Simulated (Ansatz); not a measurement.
**Al2O3: a strain scan**

This session takes Al2O3 and sets out to strain the cell along the Voigt pattern (1, -1, 0, 0, 0, 0).

Program: Ansatz 0.2.0. Level of theory: DFT r2SCAN, scalar-relativistic, plane waves, PAW. These are calculated values, not measurements.

1 further run of the same task is left out (set aside as unsound or not needed). Runs told in other sessions of the task aren't counted.

## 1. The structure to begin with

It takes space group Pnnm (No. 58, orthorhombic). The conventional cell has a = 4.629 Å, b = 9.609 Å, c = 2.995 Å, α = 90.00°, β = 90.00°, γ = 90.00°. Al (site symmetry m) has 4 O at 1.67 to 1.80 Å in its first shell of neighbours. O (site symmetry m) is surrounded by 3 Al at 1.79 to 1.80 Å. O (site symmetry 2/m) is surrounded by 2 Al at 1.67 Å.

As a file:

```cif
data_structure
_symmetry_space_group_name_H-M 'Pnnm'
_symmetry_Int_Tables_number 58
_cell_length_a 4.6290
_cell_length_b 9.6088
_cell_length_c 2.9954
_cell_angle_alpha 90.000
_cell_angle_beta 90.000
_cell_angle_gamma 90.000
_cell_volume 133.23
loop_
_atom_site_label
_atom_site_type_symbol
_atom_site_symmetry_multiplicity
_atom_site_Wyckoff_symbol
_atom_site_fract_x
_atom_site_fract_y
_atom_site_fract_z
_atom_site_occupancy
Al1 Al 4 g 0.41496 0.33080 0.50000 1
O1 O 4 g 0.73265 0.22260 0.50000 1
O2 O 2 a 0.00000 0.00000 0.00000 1
```

It goes back to an entry of the Materials Project, which need not be the stable form.

This cell was relaxed beforehand with the same method: volume 13.32 Å³/atom, gap on the mesh 4.12 eV.

## 2. The reference cell

Reference values: F = -5589.2932 eV; pressure 0.00 GPa; largest force 0.004 eV/Å; gap on the mesh 4.12 eV. It was computed beforehand with the settings of the runs below.

## 3. Setting up a strain scan

The cell is strained by ε times the Voigt pattern (1, -1, 0, 0, 0, 0) (xx, yy, zz, yz, xz, xy; engineering shear), with fractional coordinates fixed (clamped ions). The stress on the pattern is the sum of the stress components weighted by it, tension positive.

## 4. Point ε = -0.0400

The input, input.yaml:

```yaml
crystal:
  lattice:
    - [4.4437966305, 0.0, 0.0]
    - [0.0, 9.9931518576, 0.0]
    - [0.0, 0.0, 2.9954281823]
  atoms:
    - { symbol: Al, position: [0.4149577251, 0.3307998761, 0.5] }
    - { symbol: Al, position: [0.5850422749, 0.6692001239, 0.5] }
    - { symbol: Al, position: [0.9149577251, 0.1692001239, 0.0] }
    - { symbol: Al, position: [0.0850422749, 0.8307998761, 0.0] }
    - { symbol: O, position: [0.7326465181, 0.2226010545, 0.5] }
    - { symbol: O, position: [0.0, 0.0, 0.0] }
    - { symbol: O, position: [0.7673534819, 0.7226010545, 0.0] }
    - { symbol: O, position: [0.2326465181, 0.2773989455, 0.0] }
    - { symbol: O, position: [0.2673534819, 0.7773989455, 0.5] }
    - { symbol: O, position: [0.5, 0.5, 0.5] }
basis:
  ecutwfc: 500
kpoints:
  mp_grid: { grid: [6, 4, 8] }
hamiltonian:
  xc: r2scan
scf:
  occupations: { method: gaussian, width: 0.05 }
output:
  forces: true
  stress: true
  eigenvalues: true
```

On the command line:

```bash
$ ansatz run input.yaml --threads 2 --pin off --max-ram 5120MiB --backend cpu --events-out ev --progress --plain --runs-dir out
```

## 5. Point ε = 0.0300

Changes to input.yaml since step 4:

```diff
@@ -2,4 +2,4 @@
   lattice:
-    - [4.4437966305, 0.0, 0.0]
-    - [0.0, 9.9931518576, 0.0]
+    - [4.7678234681, 0.0, 0.0]
+    - [0.0, 9.3205358672, 0.0]
     - [0.0, 0.0, 2.9954281823]
```

## 6. At ε = -0.0200

Changes to input.yaml since step 5:

```diff
@@ -2,4 +2,4 @@
   lattice:
-    - [4.7678234681, 0.0, 0.0]
-    - [0.0, 9.3205358672, 0.0]
+    - [4.5363757269, 0.0, 0.0]
+    - [0.0, 9.8009758604, 0.0]
     - [0.0, 0.0, 2.9954281823]
```

## 7. ε = 0.0100

Changes to input.yaml since step 6:

```diff
@@ -2,4 +2,4 @@
   lattice:
-    - [4.5363757269, 0.0, 0.0]
-    - [0.0, 9.8009758604, 0.0]
+    - [4.6752443716, 0.0, 0.0]
+    - [0.0, 9.5127118645, 0.0]
     - [0.0, 0.0, 2.9954281823]
```

## 8. Point ε = 0.0400

Changes to input.yaml since step 7:

```diff
@@ -2,4 +2,4 @@
   lattice:
-    - [4.6752443716, 0.0, 0.0]
-    - [0.0, 9.5127118645, 0.0]
+    - [4.8141130163, 0.0, 0.0]
+    - [0.0, 9.2244478686, 0.0]
     - [0.0, 0.0, 2.9954281823]
```

## 9. ε = -0.0300

Changes to input.yaml since step 8:

```diff
@@ -2,4 +2,4 @@
   lattice:
-    - [4.8141130163, 0.0, 0.0]
-    - [0.0, 9.2244478686, 0.0]
+    - [4.4900861787, 0.0, 0.0]
+    - [0.0, 9.897063859, 0.0]
     - [0.0, 0.0, 2.9954281823]
```

## 10. Point ε = 0.0200

Changes to input.yaml since step 9:

```diff
@@ -2,4 +2,4 @@
   lattice:
-    - [4.4900861787, 0.0, 0.0]
-    - [0.0, 9.897063859, 0.0]
+    - [4.7215339199, 0.0, 0.0]
+    - [0.0, 9.4166238658, 0.0]
     - [0.0, 0.0, 2.9954281823]
```

## 11. ε = -0.0100

Changes to input.yaml since step 10:

```diff
@@ -2,4 +2,4 @@
   lattice:
-    - [4.7215339199, 0.0, 0.0]
-    - [0.0, 9.4166238658, 0.0]
+    - [4.5826652752, 0.0, 0.0]
+    - [0.0, 9.7048878617, 0.0]
     - [0.0, 0.0, 2.9954281823]
```

## 12. ε = 0.0350

Changes to input.yaml since step 11:

```diff
@@ -2,4 +2,4 @@
   lattice:
-    - [4.5826652752, 0.0, 0.0]
-    - [0.0, 9.7048878617, 0.0]
+    - [4.7909682422, 0.0, 0.0]
+    - [0.0, 9.2724918679, 0.0]
     - [0.0, 0.0, 2.9954281823]
```

(Steps that only read results are left out.)

Before running it: what results should come out? Wanted: slope of the stress at ε = 0, over ±0.0100.

**Answer**, as computed:

```
                                  quantity    value
slope of the stress at ε = 0, over ±0.0100  470 GPa
```

In words: From the stress slope, C11 + C22 − 2 C12 is about 470 GPa with the ions clamped; letting the atoms relax could not make it stiffer. The undisturbed cell stays the lowest of the sampled points. The gap on the mesh stays between 3.69 and 4.51 eV.
